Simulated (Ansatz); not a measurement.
## Molecular dynamics of Li

Input file:

```yaml
crystal:
  lattice:
    - [7.205315, 0.0, 0.0]
    - [0.0, 7.205315, 0.0]
    - [0.0, 0.0, 7.205315]
  atoms:
    - { symbol: Li, position: [0.0, 0.0, 0.0] }
    - { symbol: Li, position: [0.5, 0.0, 0.0] }
    - { symbol: Li, position: [0.0, 0.5, 0.0] }
    - { symbol: Li, position: [0.0, 0.0, 0.5] }
    - { symbol: Li, position: [0.25, 0.25, 0.25] }
    - { symbol: Li, position: [0.5, 0.5, 0.0] }
    - { symbol: Li, position: [0.5, 0.0, 0.5] }
    - { symbol: Li, position: [0.75, 0.25, 0.25] }
    - { symbol: Li, position: [0.0, 0.5, 0.5] }
    - { symbol: Li, position: [0.25, 0.75, 0.25] }
    - { symbol: Li, position: [0.25, 0.25, 0.75] }
    - { symbol: Li, position: [0.5, 0.5, 0.5] }
    - { symbol: Li, position: [0.75, 0.75, 0.25] }
    - { symbol: Li, position: [0.75, 0.25, 0.75] }
    - { symbol: Li, position: [0.25, 0.75, 0.75] }
    - { symbol: Li, position: [0.75, 0.75, 0.75] }
basis:
  ecutwfc: 420.0
kpoints:
  mp_grid: { grid: [2, 2, 2] }
hamiltonian:
  xc: pbesol
scf:
  occupations: { method: fermi_dirac, width: 0.11 }
  lower_state_search: "off"
md:
  timestep: 1
  n_steps: 230
  ensemble: nvt_langevin
  temperature: 1300.0
  initial_velocities: maxwell_boltzmann
  seed: 126566
  friction: 0.02
```

Run as:

```bash
$ ansatz run input.yaml --threads 1 --pin off --max-ram 3072MiB --backend cpu --events-out ev --progress --plain --runs-dir out
```

It starts from a structure without forces on its atoms.

Output, in part (step lines):

```
md step     0: t =     0.00 fs  T =  1218.8 K  F+E_penalty+E_count = -3247.56128651 eV  E_kin = 2.520570 eV  (6 SCF iters)
md step     1: t =     1.00 fs  T =  1316.1 K  F+E_penalty+E_count = -3247.55788190 eV  E_kin = 2.721991 eV  (7 SCF iters)
md step     2: t =     2.00 fs  T =  1410.0 K  F+E_penalty+E_count = -3247.54725720 eV  E_kin = 2.916164 eV  (7 SCF iters)
md step     3: t =     3.00 fs  T =  1395.3 K  F+E_penalty+E_count = -3247.52921580 eV  E_kin = 2.885675 eV  (6 SCF iters)
md step     4: t =     4.00 fs  T =  1602.4 K  F+E_penalty+E_count = -3247.50219840 eV  E_kin = 3.314042 eV  (6 SCF iters)
md step     5: t =     5.00 fs  T =  1510.9 K  F+E_penalty+E_count = -3247.46634678 eV  E_kin = 3.124714 eV  (5 SCF iters)
md step     6: t =     6.00 fs  T =  1358.1 K  F+E_penalty+E_count = -3247.42501203 eV  E_kin = 2.808719 eV  (5 SCF iters)
md step     7: t =     7.00 fs  T =  1330.3 K  F+E_penalty+E_count = -3247.37847097 eV  E_kin = 2.751189 eV  (5 SCF iters)
[... lines left out ...]
md step   229: t =   229.00 fs  T =  1744.6 K  F+E_penalty+E_count = -3245.68401657 eV  E_kin = 3.608022 eV  (5 SCF iters)
md step   230: t =   230.00 fs  T =  1757.0 K  F+E_penalty+E_count = -3245.70249120 eV  E_kin = 3.633716 eV  (6 SCF iters)
```

The steps, from the saved trajectory:

```json
{"time (fs)": "0.0", "T (K)": "1219", "potential energy less start (eV)": "0.000"}
{"time (fs)": "7.0", "T (K)": "1330", "potential energy less start (eV)": "0.183"}
{"time (fs)": "14.0", "T (K)": "1081", "potential energy less start (eV)": "0.634"}
{"time (fs)": "21.0", "T (K)": "881", "potential energy less start (eV)": "1.171"}
{"time (fs)": "28.0", "T (K)": "625", "potential energy less start (eV)": "1.582"}
{"time (fs)": "35.0", "T (K)": "555", "potential energy less start (eV)": "1.703"}
{"time (fs)": "42.0", "T (K)": "884", "potential energy less start (eV)": "1.638"}
{"time (fs)": "49.0", "T (K)": "902", "potential energy less start (eV)": "1.625"}
{"time (fs)": "56.0", "T (K)": "837", "potential energy less start (eV)": "1.887"}
{"time (fs)": "63.0", "T (K)": "918", "potential energy less start (eV)": "2.073"}
{"time (fs)": "70.0", "T (K)": "995", "potential energy less start (eV)": "2.268"}
{"time (fs)": "77.0", "T (K)": "874", "potential energy less start (eV)": "2.392"}
{"time (fs)": "84.0", "T (K)": "1143", "potential energy less start (eV)": "2.388"}
{"time (fs)": "91.0", "T (K)": "1059", "potential energy less start (eV)": "2.484"}
{"time (fs)": "98.0", "T (K)": "989", "potential energy less start (eV)": "2.648"}
{"time (fs)": "105.0", "T (K)": "813", "potential energy less start (eV)": "2.728"}
{"time (fs)": "112.0", "T (K)": "1162", "potential energy less start (eV)": "2.486"}
{"time (fs)": "119.0", "T (K)": "1209", "potential energy less start (eV)": "2.321"}
{"time (fs)": "126.0", "T (K)": "1668", "potential energy less start (eV)": "2.417"}
{"time (fs)": "133.0", "T (K)": "1372", "potential energy less start (eV)": "2.757"}
{"time (fs)": "140.0", "T (K)": "1194", "potential energy less start (eV)": "2.964"}
{"time (fs)": "147.0", "T (K)": "1361", "potential energy less start (eV)": "3.019"}
{"time (fs)": "154.0", "T (K)": "1281", "potential energy less start (eV)": "2.733"}
{"time (fs)": "161.0", "T (K)": "1577", "potential energy less start (eV)": "2.386"}
{"time (fs)": "168.0", "T (K)": "1588", "potential energy less start (eV)": "2.209"}
{"time (fs)": "175.0", "T (K)": "1588", "potential energy less start (eV)": "2.156"}
{"time (fs)": "182.0", "T (K)": "1391", "potential energy less start (eV)": "2.292"}
{"time (fs)": "189.0", "T (K)": "1424", "potential energy less start (eV)": "2.651"}
{"time (fs)": "196.0", "T (K)": "1171", "potential energy less start (eV)": "2.993"}
{"time (fs)": "203.0", "T (K)": "948", "potential energy less start (eV)": "3.185"}
{"time (fs)": "210.0", "T (K)": "1012", "potential energy less start (eV)": "3.066"}
{"time (fs)": "217.0", "T (K)": "1208", "potential energy less start (eV)": "2.538"}
{"time (fs)": "224.0", "T (K)": "1445", "potential energy less start (eV)": "2.078"}
```

The run went to its last step. A run of 0.23 ps of so small a system gives no equilibrium averages. Limits of this set-up: coarse k mesh.

Mean squared displacements from the first frame to the last, about the centre of mass: Li 0.56 Å².

Last frame:

```xyz
16
Lattice="7.2053 0.0000 0.0000 0.0000 7.2053 0.0000 0.0000 0.0000 7.2053" Properties=species:S:1:pos:R:3
Li 0.051 -0.363 -0.618
Li 4.170 -0.640 -0.314
Li -0.294 2.984 -0.394
Li 0.900 0.910 4.214
Li 2.878 2.363 2.013
Li 3.634 4.035 -0.423
Li 3.579 -0.019 3.481
Li 6.381 1.209 1.819
Li 0.424 3.610 3.263
Li 1.485 5.635 1.201
Li 2.429 1.169 6.136
Li 4.287 3.873 3.724
Li 6.103 5.430 1.569
Li 5.228 1.681 5.002
Li 1.918 5.190 5.101
Li 5.822 5.845 4.867
```

The run took 12 min on 1 thread of Intel(R) Xeon(R) Platinum 8488C (Sapphire Rapids), with other jobs on the host, peak memory 0.59 GiB.
